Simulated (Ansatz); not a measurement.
# Cl− with BF3: structure and interaction energy, part 2 of 3

Ansatz 0.2.0, Gaussian basis. Earlier steps stand in the parts before.

**7. B97M-V/def2-TZVPPD**

The inputs:

ab/in.yaml

```yaml
crystal:
  periodic: [false, false, false]
  atoms:
    - {symbol: Cl, position_ang: [-0.163824, -0.085051, -1.802883]}
    - {symbol: F, position_ang: [-0.618525, 1.162980, 0.562646]}
    - {symbol: B, position_ang: [0.012406, 0.006442, 0.136568]}
    - {symbol: F, position_ang: [1.364042, 0.034732, 0.435691]}
    - {symbol: F, position_ang: [-0.594099, -1.119102, 0.668078]}
basis:
  gaussian: {orbitals: "def2-TZVPPD.json"}
total_charge: -1
hamiltonian: {xc: {name: B97M-V}}
```

a/in.yaml

```yaml
crystal:
  periodic: [false, false, false]
  atoms:
    - {symbol: Cl, position_ang: [-0.163824, -0.085051, -1.802883]}
basis:
  gaussian:
    orbitals: "def2-TZVPPD.json"
    ghost_atoms:
      - {symbol: F, position_ang: [-0.618525, 1.162980, 0.562646]}
      - {symbol: B, position_ang: [0.012406, 0.006442, 0.136568]}
      - {symbol: F, position_ang: [1.364042, 0.034732, 0.435691]}
      - {symbol: F, position_ang: [-0.594099, -1.119102, 0.668078]}
total_charge: -1
hamiltonian: {xc: {name: B97M-V}}
```

b/in.yaml

```yaml
crystal:
  periodic: [false, false, false]
  atoms:
    - {symbol: F, position_ang: [-0.618525, 1.162980, 0.562646]}
    - {symbol: B, position_ang: [0.012406, 0.006442, 0.136568]}
    - {symbol: F, position_ang: [1.364042, 0.034732, 0.435691]}
    - {symbol: F, position_ang: [-0.594099, -1.119102, 0.668078]}
basis:
  gaussian:
    orbitals: "def2-TZVPPD.json"
    ghost_atoms:
      - {symbol: Cl, position_ang: [-0.163824, -0.085051, -1.802883]}
hamiltonian: {xc: {name: B97M-V}}
```

The same command starts each run, in its folder.

The run is started by

```
> ansatz run in.yaml --threads 4 --pin off --events-out ev --progress --plain --max-ram 9574MiB
```

ab printed (excerpt; [...] marks lines left out):

```text
Functional definition: B97M-V
  name "B97M-V"
  cite "Mardirossian & Head-Gordon, J. Chem. Phys. 142, 074111 (2015) doi:10.1063/1.4907719"
  cite "Becke, J. Chem. Phys. 107, 8554 (1997) doi:10.1063/1.475007"
  cite "Vydrov & Van Voorhis, J. Chem. Phys. 133, 244103 (2010) doi:10.1063/1.3521275"
  # Of w^i u^j: cxij and so on, Table III.
[...]
  gx(w, u) = cx00 + cx01*u + cx02*u^2 + (cx10 + cx11*u)*w
[...]
  gos(w, u) = cos00 + cos01*u + cos03*u^3 + cos10*w + cos32*w^3*u^2
[...]
      + integral(e_c_pw_mod_opposite_spin*gos(b97_w_opposite, b97_u_opposite)) + vv10(b, c)
1080 factors; their error is unknown
[...]
mean field -21356.28802869 eV, -784.8291092425 hartree, gradient 1.2e-5 eV, S^2 0.000000; 0 other end points of the search recorded, 0 dependent functions left out
reference -21356.28811267 eV, -784.8291123288 hartree; 25, 25 occupied and 183, 183 virtual orbitals, 1080 factors
Total energy: -21356.28811267 eV, -784.8291123288 hartree
```

a printed (excerpt; [...] marks lines left out):

```text
[... 5 set-up lines as earlier in the session ...]
  # Of w^i u^j: cxij and so on, Table III.
[...]
  gx(w, u) = cx00 + cx01*u + cx02*u^2 + (cx10 + cx11*u)*w
[...]
  gos(w, u) = cos00 + cos01*u + cos03*u^3 + cos10*w + cos32*w^3*u^2
[...]
      + integral(e_c_pw_mod_opposite_spin*gos(b97_w_opposite, b97_u_opposite)) + vv10(b, c)
1041 factors; their error is unknown
[...]
mean field -12521.67091531 eV, -460.1629186443 hartree, gradient 3.0e-5 eV, S^2 0.000000; 0 other end points of the search recorded, 0 dependent functions left out
reference -12521.67100057 eV, -460.1629217774 hartree; 9, 9 occupied and 199, 199 virtual orbitals, 1041 factors
Total energy: -12521.67100057 eV, -460.1629217774 hartree
```

Log of b (excerpt; [...] marks lines left out):

```text
[... 5 set-up lines as earlier in the session ...]
  # Of w^i u^j: cxij and so on, Table III.
[...]
  gx(w, u) = cx00 + cx01*u + cx02*u^2 + (cx10 + cx11*u)*w
[...]
  gos(w, u) = cos00 + cos01*u + cos03*u^3 + cos10*w + cos32*w^3*u^2
[...]
      + integral(e_c_pw_mod_opposite_spin*gos(b97_w_opposite, b97_u_opposite)) + vv10(b, c)
1079 factors; their error is unknown
[...]
mean field -8831.61826434 eV, -324.5559849285 hartree, gradient 8.5e-6 eV, S^2 0.000000; 0 other end points of the search recorded, 0 dependent functions left out
reference -8831.61833942 eV, -324.5559876879 hartree; 16, 16 occupied and 192, 192 virtual orbitals, 1079 factors
Total energy: -8831.61833942 eV, -324.5559876879 hartree
```

Times: 2 s (ab), 1.4 s (a), 1.6 s (b) on 4 threads of Intel Xeon 6975P-C, shared host.

E(ab) − E(a) − E(b) = -2999 meV.

**8. CCSD(T)/def2-TZVPPD**

Each input of step 7 (ab, a, b) changes in the same lines:

```diff
-hamiltonian: {xc: {name: B97M-V}}
+correlation: {method: ccsd_t}
```

One command serves all of them, each in its own folder.

The run is started by

```
> ansatz run in.yaml --threads 4 --pin off --events-out ev --progress --plain --max-ram 9574MiB
```

ab printed (excerpt; [...] marks lines left out):

```text
Functional definition: HF
  name "HF"
  cite "Fock, Z. Phys. 61, 126 (1930) doi:10.1007/BF01340294"
[... 1 set-up line as earlier in the session ...]
[...]
1311 factors; integrals over basis functions are off by at most 1.1e-3 eV
[...]
mean field -21305.08854896 eV, -782.9475630667 hartree, gradient 1.4e-6 eV, S^2 0.000000; 0 other end points of the search recorded, 0 dependent functions left out
9 core orbitals not correlated: weight in the atoms' cores, before any rotation towards them, 1.000 or more for the frozen orbitals, at most 0.000 for the correlated occupied ones
reference -21305.08854896 eV, -782.9475630667 hartree; 16, 16 occupied and 183, 183 virtual orbitals, 1311 factors
second order -28.85669140 eV of doubles, -0.00000000 eV of singles
cycle   1  -28.64162757 eV  change    2.2e-1 eV  update   1.0e-1
[...]
cycle   9  -29.26060422 eV  change    8.4e-6 eV  update   9.9e-6
perturbative correction -0.96835836 eV, -0.0355865135 hartree
Total energy: -21335.31751155 eV, -784.0584569518 hartree
```

a printed (excerpt; [...] marks lines left out):

```text
[... 4 set-up lines as earlier in the session ...]
[...]
1296 factors; integrals over basis functions are off by at most 1.1e-3 eV
[...]
mean field -12505.39736449 eV, -459.5648766821 hartree, gradient 3.0e-6 eV, S^2 0.000000; 0 other end points of the search recorded, 0 dependent functions left out
5 core orbitals not correlated: weight in the atoms' cores, before any rotation towards them, 1.000 or more for the frozen orbitals, at most 0.000 for the correlated occupied ones
reference -12505.39736449 eV, -459.5648766821 hartree; 4, 4 occupied and 199, 199 virtual orbitals, 1296 factors
second order -5.63679136 eV of doubles, -0.00000000 eV of singles
cycle   1  -5.93739211 eV  change   -3.0e-1 eV  update   4.0e-2
[...]
cycle   9  -6.05554907 eV  change   -3.0e-6 eV  update   8.7e-6
perturbative correction -0.25820724 eV, -0.0094889409 hartree
Total energy: -12511.71112080 eV, -459.7969029469 hartree
```

Output in b (excerpt; [...] marks lines left out):

```text
[... 4 set-up lines as earlier in the session ...]
[...]
1312 factors; integrals over basis functions are off by at most 1.1e-3 eV
[...]
mean field -8796.73838414 eV, -323.2741729737 hartree, gradient 1.0e-6 eV, S^2 0.000000; 0 other end points of the search recorded, 0 dependent functions left out
4 core orbitals not correlated: weight in the atoms' cores, before any rotation towards them, 1.000 or more for the frozen orbitals, at most 0.000 for the correlated occupied ones
reference -8796.73838414 eV, -323.2741729737 hartree; 12, 12 occupied and 192, 192 virtual orbitals, 1312 factors
second order -23.17748570 eV of doubles, -0.00000000 eV of singles
cycle   1  -22.59141815 eV  change    5.9e-1 eV  update   1.1e-1
[...]
cycle   9  -23.14923298 eV  change   -1.1e-5 eV  update   2.0e-5
perturbative correction -0.72759207 eV, -0.0267385155 hartree
Total energy: -8820.61520919 eV, -324.1516301101 hartree
```

Times: 12 s (ab), 4.1 s (a), 7.5 s (b) on 4 threads of Intel Xeon 6975P-C, shared host; peak memory 2.3 GiB.

Interaction energy, ab − a − b: -2991 meV.

**9. MP2/def2-QZVPPD**

ab/in.yaml, as its differences from that of step 8:

```diff
@@ -9,4 +9,4 @@
 basis:
-  gaussian: {orbitals: "def2-TZVPPD.json"}
+  gaussian: {orbitals: "def2-QZVPPD.json"}
 total_charge: -1
-correlation: {method: ccsd_t}
+correlation: {method: mp2}
```

a/in.yaml, as its differences from that of step 8:

```diff
@@ -6,3 +6,3 @@
   gaussian:
-    orbitals: "def2-TZVPPD.json"
+    orbitals: "def2-QZVPPD.json"
     ghost_atoms:
@@ -13,2 +13,2 @@
 total_charge: -1
-correlation: {method: ccsd_t}
+correlation: {method: mp2}
```

b/in.yaml, as its differences from that of step 8:

```diff
@@ -9,5 +9,5 @@
   gaussian:
-    orbitals: "def2-TZVPPD.json"
+    orbitals: "def2-QZVPPD.json"
     ghost_atoms:
       - {symbol: Cl, position_ang: [-0.163824, -0.085051, -1.802883]}
-correlation: {method: ccsd_t}
+correlation: {method: mp2}
```

One command serves all of them, each in its own folder.

The run is started by

```
> ansatz run in.yaml --threads 4 --pin off --events-out ev --progress --plain --max-ram 9574MiB
```

Log of ab (excerpt; [...] marks lines left out):

```text
[... 4 set-up lines as earlier in the session ...]
[...]
2036 factors; integrals over basis functions are off by at most 9.3e-4 eV
[...]
mean field -21305.77536662 eV, -782.9728031499 hartree, gradient 8.2e-7 eV, S^2 0.000000; 0 other end points of the search recorded, 0 dependent functions left out
9 core orbitals not correlated: weight in the atoms' cores, before any rotation towards them, 1.000 or more for the frozen orbitals, at most 0.000 for the correlated occupied ones
reference -21305.77536662 eV, -782.9728031499 hartree; 16, 16 occupied and 315, 315 virtual orbitals, 2036 factors
second order -31.47079470 eV of doubles, -0.00000000 eV of singles
Total energy: -21337.24616132 eV, -784.1293335235 hartree
```

Output in a (excerpt; [...] marks lines left out):

```text
[... 4 set-up lines as earlier in the session ...]
[...]
2030 factors; integrals over basis functions are off by at most 9.4e-4 eV
[...]
mean field -12505.71790050 eV, -459.5766561632 hartree, gradient 1.8e-6 eV, S^2 0.000000; 0 other end points of the search recorded, 0 dependent functions left out
5 core orbitals not correlated: weight in the atoms' cores, before any rotation towards them, 1.000 or more for the frozen orbitals, at most 0.000 for the correlated occupied ones
reference -12505.71790050 eV, -459.5766561632 hartree; 4, 4 occupied and 331, 331 virtual orbitals, 2030 factors
second order -6.15323686 eV of doubles, -0.00000000 eV of singles
Total energy: -12511.87113736 eV, -459.8027834471 hartree
```

Log of b (excerpt; [...] marks lines left out):

```text
[... 4 set-up lines as earlier in the session ...]
[...]
2038 factors; integrals over basis functions are off by at most 9.3e-4 eV
[...]
mean field -8797.09827481 eV, -323.2873987120 hartree, gradient 1.1e-6 eV, S^2 0.000000; 0 other end points of the search recorded, 0 dependent functions left out
4 core orbitals not correlated: weight in the atoms' cores, before any rotation towards them, 1.000 or more for the frozen orbitals, at most 0.000 for the correlated occupied ones
reference -8797.09827481 eV, -323.2873987120 hartree; 12, 12 occupied and 324, 324 virtual orbitals, 2038 factors
second order -25.21447750 eV of doubles, -0.00000000 eV of singles
Total energy: -8822.31275231 eV, -324.2140136691 hartree
```

Times: 6.5 s (ab), 3.2 s (a), 3.8 s (b) on 4 threads of Intel Xeon 6975P-C, shared host; peak memory 1.4 GiB.

Interaction energy, ab − a − b: -3062 meV.

**10. Hartree-Fock/STO-3G**

ab/in.yaml, as its differences from that of step 9:

```diff
@@ -9,4 +9,4 @@
 basis:
-  gaussian: {orbitals: "def2-QZVPPD.json"}
+  gaussian: {orbitals: STO-3G}
 total_charge: -1
-correlation: {method: mp2}
+hamiltonian: {xc: hf}
```

a/in.yaml, as its differences from that of step 9:

```diff
@@ -6,3 +6,3 @@
   gaussian:
-    orbitals: "def2-QZVPPD.json"
+    orbitals: STO-3G
     ghost_atoms:
@@ -13,2 +13,2 @@
 total_charge: -1
-correlation: {method: mp2}
+hamiltonian: {xc: hf}
```

b/in.yaml, as its differences from that of step 9:

```diff
@@ -9,5 +9,5 @@
   gaussian:
-    orbitals: "def2-QZVPPD.json"
+    orbitals: STO-3G
     ghost_atoms:
       - {symbol: Cl, position_ang: [-0.163824, -0.085051, -1.802883]}
-correlation: {method: mp2}
+hamiltonian: {xc: hf}
```

One command serves all of them, each in its own folder.

The run is started by

```
> ansatz run in.yaml --threads 4 --pin off --events-out ev --progress --plain --max-ram 9574MiB
```

Log of ab (excerpt; [...] marks lines left out):

```text
[... 4 set-up lines as earlier in the session ...]
[...]
383 factors; integrals over basis functions are off by at most 4.5e-5 eV
[...]
mean field -21040.07257876 eV, -773.2084057960 hartree, gradient 7.4e-5 eV, S^2 0.000000; 0 other end points of the search recorded, 0 dependent functions left out
reference -21040.07257876 eV, -773.2084057960 hartree; 25, 25 occupied and 4, 4 virtual orbitals, 383 factors
Total energy: -21040.07257876 eV, -773.2084057960 hartree
```

Log of a (excerpt; [...] marks lines left out):

```text
[... 4 set-up lines as earlier in the session ...]
[...]
289 factors; integrals over basis functions are off by at most 1.4e-3 eV
[...]
mean field -12368.18613633 eV, -454.5224570523 hartree, gradient 1.1e-5 eV, S^2 0.000000; 0 other end points of the search recorded, 0 dependent functions left out
reference -12368.18613633 eV, -454.5224570523 hartree; 9, 9 occupied and 20, 20 virtual orbitals, 289 factors
Total energy: -12368.18613633 eV, -454.5224570523 hartree
```

Output in b (excerpt; [...] marks lines left out):

```text
[... 4 set-up lines as earlier in the session ...]
[...]
351 factors; integrals over basis functions are off by at most 1.3e-3 eV
[...]
mean field -8669.52362913 eV, -318.5991169565 hartree, gradient 4.5e-6 eV, S^2 0.000000; 0 other end points of the search recorded, 0 dependent functions left out
reference -8669.52362913 eV, -318.5991169565 hartree; 16, 16 occupied and 13, 13 virtual orbitals, 351 factors
Total energy: -8669.52362913 eV, -318.5991169565 hartree
```

They took 0.1 s (ab), 0.05 s (a), 0.05 s (b) on 4 threads of Intel Xeon 6975P-C, shared host.

E(ab) − E(a) − E(b) = -2363 meV.

**11. SPW92/def2-SVP**

ab/in.yaml, as its differences from that of step 10:

```diff
@@ -9,4 +9,4 @@
 basis:
-  gaussian: {orbitals: STO-3G}
+  gaussian: {orbitals: def2-SVP}
 total_charge: -1
-hamiltonian: {xc: hf}
+hamiltonian: {xc: lda}
```

a/in.yaml, as its differences from that of step 10:

```diff
@@ -6,3 +6,3 @@
   gaussian:
-    orbitals: STO-3G
+    orbitals: def2-SVP
     ghost_atoms:
@@ -13,2 +13,2 @@
 total_charge: -1
-hamiltonian: {xc: hf}
+hamiltonian: {xc: lda}
```

b/in.yaml, as its differences from that of step 10:

```diff
@@ -9,5 +9,5 @@
   gaussian:
-    orbitals: STO-3G
+    orbitals: def2-SVP
     ghost_atoms:
       - {symbol: Cl, position_ang: [-0.163824, -0.085051, -1.802883]}
-hamiltonian: {xc: hf}
+hamiltonian: {xc: lda}
```

One command serves all of them, each in its own folder.

The run is started by

```
> ansatz run in.yaml --threads 4 --pin off --events-out ev --progress --plain --max-ram 9574MiB
```

Output in ab (excerpt; [...] marks lines left out):

```text
Functional definition: SPW92
  name "SPW92"
  cite "Dirac, Proc. Camb. Phil. Soc. 26, 376 (1930) doi:10.1017/S0305004100016108"
  cite "Slater, Phys. Rev. 81, 385 (1951) doi:10.1103/PhysRev.81.385"
  cite "Perdew & Wang, Phys. Rev. B 45, 13244 (1992) doi:10.1103/PhysRevB.45.13244"
[...]
793 factors; their error is unknown
[...]
mean field -21247.16434605 eV, -780.8188878720 hartree, gradient 2.4e-5 eV, S^2 0.000000; 0 other end points of the search recorded, 0 dependent functions left out
reference -21247.16436958 eV, -780.8188887367 hartree; 25, 25 occupied and 49, 49 virtual orbitals, 793 factors
Total energy: -21247.16436958 eV, -780.8188887367 hartree
```

a printed (excerpt; [...] marks lines left out):

```text
[... 5 set-up lines as earlier in the session ...]
[...]
614 factors; their error is unknown
[...]
mean field -12479.12633546 eV, -458.5994341726 hartree, gradient 2.7e-6 eV, S^2 0.000000; 0 other end points of the search recorded, 0 dependent functions left out
reference -12479.12635909 eV, -458.5994350410 hartree; 9, 9 occupied and 65, 65 virtual orbitals, 614 factors
Total energy: -12479.12635909 eV, -458.5994350410 hartree
```

b printed (excerpt; [...] marks lines left out):

```text
[... 5 set-up lines as earlier in the session ...]
[...]
750 factors; their error is unknown
[...]
mean field -8764.47516287 eV, -322.0885214608 hartree, gradient 3.5e-5 eV, S^2 0.000000; 0 other end points of the search recorded, 0 dependent functions left out
reference -8764.47518587 eV, -322.0885223063 hartree; 16, 16 occupied and 58, 58 virtual orbitals, 750 factors
Total energy: -8764.47518587 eV, -322.0885223063 hartree
```

Times: 0.15 s (ab), 0.15 s (a), 0.15 s (b) on 4 threads of Intel Xeon 6975P-C, shared host.

Interaction energy, ab − a − b: -3563 meV.

[end of part 2 of 3]
